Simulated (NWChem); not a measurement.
Plane-wave run on BN (wurtzite type)

```yaml
crystal:
  lattice:
    - [2.63389, 0.00000, 0.00000]
    - [-1.31695, 2.28102, 0.00000]
    - [0.00000, 0.00000, 4.31371]
  atoms:
    - { symbol: B, position: [0.66667, 0.33333, 0.00000] }
    - { symbol: B, position: [0.33333, 0.66667, 0.50000] }
    - { symbol: N, position: [0.66667, 0.33333, 0.62520] }
    - { symbol: N, position: [0.33333, 0.66667, 0.12520] }
```

All runs are NWChem calculations. Origin of the cell: lattice set by a structure generator, not relaxed at this level; this structure type may not be the compound's usual one.

Norm-conserving pseudopotentials with valence charges B 3, N 5, fixed occupations, no spin-orbit coupling, density cut at twice the wavefunction cutoff.

Level: revPBE, Troullier-Martins, cutoff 40 Ha, density from a 5×5×3 mesh. Bands run along Γ–M–K–Γ–A–L–H–A with k in units of the cell's reciprocal vectors.

### Question
What gap does the band structure show, and how wide is the group of occupied bands?

### Answer
It shows an indirect gap along this path of 5.51 eV from Γ to K (smallest direct gap on this path 7.87 eV). The 8 occupied bands reach 19.3 eV below the valence-band top.
